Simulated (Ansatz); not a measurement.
**CH4BClS (SMILES CSBCl) at HF/cc-pVDZ**

Aim: the vertical ionisation energy of CH4BClS at HF/cc-pVDZ, from 2 runs. 

Program for the calculation: Ansatz 0.2.0.

94 further runs of the same task are left out: 94 set aside as unsound or not needed.

### Step 1. Starting point

The species is CH4BClS (8 atoms), meant as a singlet with charge 0. SMILES: `CSBCl`. The shape is that of a PBE0-D4/def2-TZVP optimisation. This is one conformer, not always the lowest.

Bond lengths: C1–S2 1.810 Å, S2–B3 1.766 Å, B3–Cl4 1.749 Å, C1–H5 1.088 Å, C1–H6 1.089 Å, C1–H7 1.089 Å, B3–H8 1.191 Å. Angles: C1–S2–B3 103.2°, S2–B3–Cl4 119.0°, S2–C1–H5 110.2°, S2–C1–H6 109.0°, S2–C1–H7 109.0°, S2–B3–H8 121.7°, Cl4–B3–H8 119.3°, H5–C1–H6 109.7°, H5–C1–H7 109.7°, H6–C1–H7 109.3°.

### Step 2. The energy at HF/cc-pVDZ

molecule.yaml reads:

```yaml
crystal:
  periodic: [false, false, false]
  atoms:
    - symbol: C
      position_ang: [-0.471000, 1.184200, 0.216300]
    - symbol: S
      position_ang: [0.979400, 0.341100, -0.461900]
    - symbol: B
      position_ang: [0.578900, -1.367600, -0.269600]
    - symbol: Cl
      position_ang: [1.728300, -2.572200, -0.805600]
    - symbol: H
      position_ang: [-1.201900, 0.455300, 0.560900]
    - symbol: H
      position_ang: [-0.157800, 1.812600, 1.049100]
    - symbol: H
      position_ang: [-0.912200, 1.808700, -0.559500]
    - symbol: H
      position_ang: [-0.451500, -1.719100, 0.214500]
basis:
  gaussian:
    orbitals: cc-pVDZ
total_charge: 0
hamiltonian:
  xc: hf
accuracy: high
output: {orbitals: {seedname: orbitals}}
```

Run with:

```bash
$ ansatz run molecule.yaml --threads 1 --pin off --max-ram 2610MiB --events-out events.jsonl --progress --plain --runs-dir runs
```

Log:

```text
Warning: RAYON_NUM_THREADS=1 ignored (pool sized by the plan → 1); use --threads N
Functional definition: HF
  name "HF"
  exchange = exact_x
  correlation = 0
1973 factors; integrals over basis functions are off by at most 6.8e-9 eV
mean field evaluation 1: about -25087.0557 eV, gradient 1.9e1 eV
mean field evaluation 2: about -25087.1409 eV, gradient 1.9e1 eV
mean field evaluation 4: about -25088.4536 eV, gradient 2.7e0 eV
mean field evaluation 8: about -25088.4807 eV, gradient 1.1e-1 eV
mean field -25088.48075755 eV, -921.9846622568 hartree, gradient 5.9e-8 eV, S^2 0.000000; 0 other end points of the search recorded, 0 dependent functions left out
reference -25088.48075755 eV, -921.9846622568 hartree; 24, 24 occupied and 60, 60 virtual orbitals, 1973 factors
Total energy: -25088.48075755 eV, -921.9846622568 hartree
```

Run time: 3.3 s. Hardware: 1 thread of Arm Neoverse V1, shared host; peak memory 0.23 GiB.

### Step 3. The doublet cation at the same level

molecule.yaml, as its differences from that of step 2:

```diff
@@ -20,7 +20,6 @@
 basis:
-  gaussian:
-    orbitals: cc-pVDZ
-total_charge: 0
-hamiltonian:
-  xc: hf
+  gaussian: {orbitals: cc-pVDZ}
+total_charge: 1
+magnetization: {spin_polarized: true, initial_magnetization: 1}
+hamiltonian: {xc: hf}
 accuracy: high
```

Run with:

```bash
$ ansatz run molecule.yaml --threads 1 --pin off --max-ram 2610MiB --events-out events.jsonl --progress --plain --runs-dir runs
```

Log:

```text
Warning: RAYON_NUM_THREADS=1 ignored (pool sized by the plan → 1); use --threads N
[... 4 set-up lines as earlier in the session ...]
1973 factors; integrals over basis functions are off by at most 6.8e-9 eV
mean field evaluation 1: about -25077.1268 eV, gradient 1.7e1 eV
mean field evaluation 2: about -25077.2205 eV, gradient 1.7e1 eV
mean field evaluation 4: about -25079.3847 eV, gradient 2.6e0 eV
mean field evaluation 8: about -25079.4922 eV, gradient 1.3e-1 eV
mean field evaluation 16: about -25079.4928 eV, gradient 2.4e-8 eV
mean field evaluation 32: about -25077.9738 eV, gradient 7.3e-1 eV
mean field -25079.49281627 eV, -921.6543615072 hartree, gradient 2.4e-8 eV, S^2 0.762717; 0 other end points of the search recorded, 0 dependent functions left out
reference -25079.49281627 eV, -921.6543615072 hartree; 24, 23 occupied and 60, 61 virtual orbitals, 1973 factors
Total energy: -25079.49281627 eV, -921.6543615072 hartree
```

Run time: 6.3 s. Hardware: 1 thread of Arm Neoverse V1, shared host; peak memory 0.31 GiB.

### Step 4. Summary of results

At HF/cc-pVDZ:

```
                                          quantity          value
                     singlet CH4BClS: total energy  -921.98466 Eh
                      singlet CH4BClS: HOMO energy      -10.32 eV
                      singlet CH4BClS: LUMO energy        2.71 eV
                    singlet CH4BClS: HOMO–LUMO gap       13.03 eV
                      doublet cation: total energy  -921.65436 Eh
doublet cation: HOMO energy (highest over α and β)      -17.33 eV
 doublet cation: LUMO energy (lowest over α and β)       -7.78 eV
                              doublet cation: ⟨S²⟩          0.763
vertical ionisation energy (to the doublet cation)       8.988 eV
```

**Reading.** The vertical ionisation energy comes to 8.99 eV (867 kJ/mol). The negative HOMO energy of the first species, 10.32 eV, lies 1.33 eV above that difference.
